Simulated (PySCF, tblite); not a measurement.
# C₆H₁₄NP: geometry, infrared bands and NMR shifts

What infrared bands and NMR shifts should C₆H₁₄NP (`NP1CCCCCC1`) show?

Computed with tblite 0.8.0 and PySCF 2.14.0, with density-fitted response routines of our own, on a single molecule in the gas phase. Atoms are numbered from 0 throughout.

## 1. The molecule as given

22 atoms, charge 0, multiplicity 1; geometry from: force field or distance geometry start.

Bonds of the start (Å): N0–P1 1.82, P1–C2 1.84, C2–C3 1.53, C3–C4 1.54, C4–C5 1.52, C5–C6 1.49, C6–C7 1.49, C7–P1 1.82, N0–H8 1.05, N0–H9 1.03, C2–H10 1.11, C2–H11 1.12, C3–H12 1.10, C3–H13 1.10, C4–H14 1.11, C4–H15 1.12, C5–H16 1.11, C5–H17 1.11, C6–H18 1.13, C6–H19 1.11, C7–H20 1.11, C7–H21 1.12.

## 2. Geometry optimisation with GFN2-xTB

The job: settings as JSON, then the geometry in Å.

```
{"job": {"kind": "relax", "xc": "GFN2-xTB", "basis": "xTB"}, "charge": 0, "multiplicity": 1}
N      3.090600     0.151100     0.248300
P      1.375500     0.146800    -0.371900
C      0.589300     1.585800     0.472900
C     -0.807000     1.763700    -0.116500
C     -1.581200     0.520600     0.348200
C     -1.571400    -0.521100    -0.758400
C     -0.759400    -1.707500    -0.379100
C      0.650400    -1.469700     0.044400
H      3.468800    -0.829700     0.180600
H      3.682400     0.791500    -0.297600
H      1.193900     2.515400     0.361300
H      0.436000     1.303500     1.540900
H     -0.799700     1.842000    -1.213100
H     -1.318700     2.615700     0.362600
H     -1.055300     0.071000     1.214700
H     -2.640700     0.773200     0.591800
H     -2.628900    -0.853800    -0.854000
H     -1.307300    -0.089600    -1.747400
H     -1.282600    -2.213000     0.482600
H     -0.771800    -2.444800    -1.210200
H      1.259800    -2.267100    -0.440000
H      0.766900    -1.664700     1.138000
```

The run is started by

```
$ OMP_NUM_THREADS=1 python probes_run.py task.json out
```

One launch serves the whole session: the jobs run in the order shown.

**Question.** This job is followed by: GFN2-xTB harmonic vibrations, gas phase; GIAO PBE0/pcSseg-1 NMR shielding, non-relativistic, gas phase. Predict these results of the whole session: strongest single infrared mode (GFN2-xTB); zero-point energy (GFN2-xTB); 13C shifts against TMS (PBE0/pcSseg-1, means over atoms taken as alike); 1H shifts against TMS (PBE0/pcSseg-1, means over atoms taken as alike); 15N shifts against NH3 (PBE0/pcSseg-1); 31P shifts against H3PO4 (PBE0/pcSseg-1).

As calculated:

```
                                                               quantity                        value
                              strongest single infrared mode (GFN2-xTB)         784 cm⁻¹, 132 km/mol
                                           zero-point energy (GFN2-xTB)               121.7 kcal/mol
13C shifts against TMS (PBE0/pcSseg-1, means over atoms taken as alike)         43.5, 30.9, 29.9 ppm
 1H shifts against TMS (PBE0/pcSseg-1, means over atoms taken as alike)  1.83, 1.77, 1.57, -0.18 ppm
                                 15N shifts against NH3 (PBE0/pcSseg-1)                     32.9 ppm
                               31P shifts against H3PO4 (PBE0/pcSseg-1)                     35.8 ppm
```

**Reading.** Over 63 steps the energy fell by 1.422 eV; of the close pairs, N0–P1 changed most, 1.824 to 1.729 Å. All 60 modes are real, so the xTB geometry is a minimum. The strongest single mode, at 784 cm⁻¹, moves mainly N0 and P1. GFN2-xTB is a fitted tight-binding method: band positions and strengths are rough. Its intensities can rank the bands wrongly. At PBE0/pcSseg-1: The widest tensor belongs to P1: span 183 ppm, with a paramagnetic part of -683 ppm.
